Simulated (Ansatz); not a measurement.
HfIn4SiO6:

```
CELL_PARAMETERS angstrom
2.71585 -4.70357 0.00833
2.71585 4.70357 0.00833
-1.87915 0.00000 7.40127
ATOMIC_POSITIONS crystal
Hf 0.78835 0.21165 0.00000
In 0.62175 0.37825 0.50000
In 0.45502 0.54498 0.00000
In 0.28407 0.71593 0.50000
In 0.95814 0.04186 0.50000
Si 0.12168 0.87832 0.00000
O 0.06219 0.11415 0.86666
O 0.88585 0.93781 0.13334
O 0.79490 0.53784 0.86663
O 0.46216 0.20510 0.13337
O 0.15352 0.62879 0.13333
O 0.37121 0.84648 0.86667
```

The cell was built by a generator and needn't be a form met in nature.

Base run:

```yaml
Program: Ansatz 0.2.0
Functional: PBE
Potentials_or_basis: Ansatz PAW
Cutoff: "420 eV (not typed: the program's choice for these potentials)"
k_mesh: 6 × 6 × 4
Occupations: fermi-dirac, width 0.05 eV
Spin: no spin polarisation
Hubbard_terms: Hf d U = 2 eV
```

Its results: band gap on the k mesh none (metal or under the smearing width); pressure 0.5 GPa; largest force 0.096 eV/Å.

Problem. The run is repeated on the same cell with these changes: hubbard terms from Hf d U = 2 eV to Hf d U = 6 eV. What comes out?

Solution. Band gap on the k mesh none (metal or under the smearing width); pressure 1.6 GPa; largest force 0.317 eV/Å.

Caveats: U without spin polarisation on a metal has little footing.
